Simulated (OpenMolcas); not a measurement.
# BLYP/6-31G (RICD fitting, fitting threshold 0.0001) run of GeO (SMILES [O]=[Ge])

What is the vertical ionisation energy of GeO at BLYP/6-31G (RICD fitting, fitting threshold 0.0001)? 

The results are computed with OpenMolcas 26.06.

## Step 1: The system as given

GeO: 2 atoms, total charge 0, spin state singlet. SMILES: `[O]=[Ge]`. The shape is that of a PBE0-D4/def2-TZVP optimisation.

Bond lengths: O1–Ge2 1.623 Å.

## Step 2: A single-point energy at BLYP/6-31G (RICD fitting, fitting threshold 0.0001)

Contents of job.input:

```
* GeO Kohn-Sham DFT
>>> EXPORT MOLCAS_PRINT=2

&gateway
 baslib = $CurrDir
 coord
 2
 bohr
 O      0.00000000     0.00000000    -0.04353929
 Ge     0.00000000     0.00000000     3.02267363
 basis = 6-31G
 group = NoSym
 ricd
 cdthreshold = 0.0001

&seward

&scf
 ksdft = BLYP
 prorbitals = 0
```

The basis set 6-31G is read from a file made from the Basis Set Exchange's data (not shown).

On the command line:

```console
$ export MOLCAS_MEM=1860
$ pymolcas job.input > job.log
```

The program printed:

```text
--- Start Module: gateway ---
[...]
--- Stop Module: gateway /rc=_RC_ALL_IS_WELL_ ---
[...]
--- Start Module: seward ---
[...]
      Basis functions           36
--- Stop Module: seward /rc=_RC_ALL_IS_WELL_ ---
--- Start Module: scf ---
[...]
       Convergence after  12 Iterations
[...]
::    Total KS-DFT energy                           -2151.9135365282
[...]
      Total spin, S                                     0.0000000000
[...]
      Total electronic charge=   40.000000
      Total            charge=   -0.000000
[...]
      Dipole Moment (debye):
      Origin of the operator (angstrom)=    0.0000    0.0000    1.3109
                   X=  3.3304E-14               Y= -5.1195E-15               Z=  2.7623E+00           Total=  2.7623E+00
      Quadrupole Moment (debye*angstrom):
[...]
--- Stop Module: scf /rc=_RC_ALL_IS_WELL_ ---
[...]
```

It took 3.6 s on 1 thread of Arm Neoverse V2, shared host; peak memory 0.11 GiB.

## Step 3: The doublet cation at the same level

Contents of job.input:

```
&GATEWAY
BasLib=$CurrDir
Coord
2
bohr
O      0.00000000     0.00000000    -0.04353929
Ge     0.00000000     0.00000000     3.02267363
Basis=6-31G
Group=NoSym
RICD
CDThreshold=0.0001
&SEWARD
&SCF
UHF
Charge=1
Spin=2
KSDFT=BLYP
PrOrbitals=0
```

The basis set 6-31G is read from a file made from the Basis Set Exchange's data (not shown).

On the command line:

```console
$ export MOLCAS_MEM=1860
$ pymolcas job.input > job.log
```

The program printed:

```text
--- Start Module: gateway ---
[...]
--- Stop Module: gateway /rc=_RC_ALL_IS_WELL_ ---
[...]
--- Start Module: seward ---
[...]
      Basis functions           36
--- Stop Module: seward /rc=_RC_ALL_IS_WELL_ ---
--- Start Module: scf ---
[...]
       Convergence after  16 Iterations
[...]
::    Total KS-DFT energy                           -2151.5152951486
[...]
      Total spin, S                                     0.5021240720
[...]
      Total electronic charge=   39.000000
      Total            charge=    1.000000
[...]
      Dipole Moment (debye):
      Origin of the operator (angstrom)=    0.0000    0.0000    1.3109
                   X= -2.1692E-15               Y=  5.4400E-16               Z=  2.7704E+00           Total=  2.7704E+00
      Center of Charge (angstrom)
[...]
--- Stop Module: scf /rc=_RC_ALL_IS_WELL_ ---
[...]
```

Run time: 4.2 s. Hardware: 1 thread of Arm Neoverse V2, shared host; peak memory 0.11 GiB.

## Step 4: Results

Level: BLYP/6-31G (RICD fitting, fitting threshold 0.0001).

| quantity | value |
| --- | --- |
| singlet GeO: total energy | -2151.91354 Eh |
| singlet GeO: dipole moment | 2.76 D |
| singlet GeO: HOMO energy | -6.91 eV |
| singlet GeO: LUMO energy | -2.61 eV |
| singlet GeO: HOMO–LUMO gap | 4.29 eV |
| doublet cation: total energy | -2151.51530 Eh |
| doublet cation: HOMO energy (highest over α and β) | -15.64 eV |
| doublet cation: LUMO energy (lowest over α and β) | -14.82 eV |
| doublet cation: ⟨S²⟩ | 0.754 |
| vertical ionisation energy (to the doublet cation) | 10.837 eV |

What this shows: The vertical ionisation energy comes to 10.84 eV (250 kcal/mol). The negative HOMO energy of the first species, 6.91 eV, lies 3.93 eV below that difference.
